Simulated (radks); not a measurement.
**Hf¹⁹⁺ in [Ar] 3d10 4s2 4p5.5 4d10 4f7.5: an all-electron calculation**

Aim: the levels, the sizes of the orbitals and the parts of the energy of the hafnium ion Hf19+.

Program: radks (a radial shooting solver on a logarithmic mesh, Libxc functionals) version 1. Level of theory: scalar-relativistic Kohn-Sham, exchange-only B88, spin-unpolarised, spherical densities, finite nucleus. These are calculated values, not measurements, unless marked.

### Step 1. The system

- element: hafnium (Z = 72)
- charge: +19
- electrons: 53
- configuration: [Ar] 3d10 4s2 4p5.5 4d10 4f7.5
- nuclear rms radius: 5.347 fm

### Step 2. Self-consistent calculation

Settings of this run:

```text
Z 72
configuration [Ar] 3d10 4s2 4p5.5 4d10 4f7.5 5s0 5p0
relativity scalar-relativistic
functional b88,
spin unpolarised
nucleus finite rms 5.347 fm
c 137.035999084
```

On the command line:

```
$ python run_ks.py task.json out
```

All runs below come from this command, one after another.

What does the calculation give?

As calculated:

```
                        quantity                 value
                    total energy   -14930.2841 hartree
exchange-correlation share of it                1.92 %
                            −T/E                1.0964
          highest occupied level        4f, -474.74 eV
    most extended occupied level  4f, <r> = 0.516 bohr
 radius at density 0.001 e/bohr³             1.55 bohr
    maxima of the radial density                     4
```

4 principal shells are occupied and 4 maxima appear in the radial density. −T/E is 1.096: with relativity the kinetic term as defined here no longer equals −E. This is not the tabulated ground configuration, so its levels and sizes aren't those of the ground state, and no measured value stands beside it.
